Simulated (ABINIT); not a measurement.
Crystal: BiTe.

```
Bi Te
1.0
     0.00000    3.23500    3.23500
     3.23500    0.00000    3.23500
     3.23500    3.23500    0.00000
Bi Te
1 1
Direct
  0.00000 0.00000 0.00000
  0.50000 0.50000 0.50000
```

Base run:

| Quantity | Value |
| --- | --- |
| Program | ABINIT 10.8.3 (patched build) |
| Functional | PBE |
| Potentials or basis | JTH PAW PBE v2.0 |
| Cutoff | 599 eV |
| k mesh | 7 × 7 × 7 |
| Occupations | fermi-dirac, width 0.05 eV |
| Spin | no spin polarisation |

Its results: band gap on the k mesh none (metal or under the smearing width); pressure 0.8 GPa.

Task: The run is repeated on the same cell with these changes: functional from PBE to PBEsol; potentials or basis from JTH PAW PBE v2.0 to PseudoDojo NC SR PBEsol v0.4.1 standard; cutoff from 599 eV to 1088 eV; valence electrons from 21 to 31. What comes out?

Result: Band gap on the k mesh none (metal or under the smearing width); pressure -1.5 GPa.

Caveats: spin-orbit coupling is left out, which moves the levels of the heavy elements.

Not every run made on this cell is shown here.
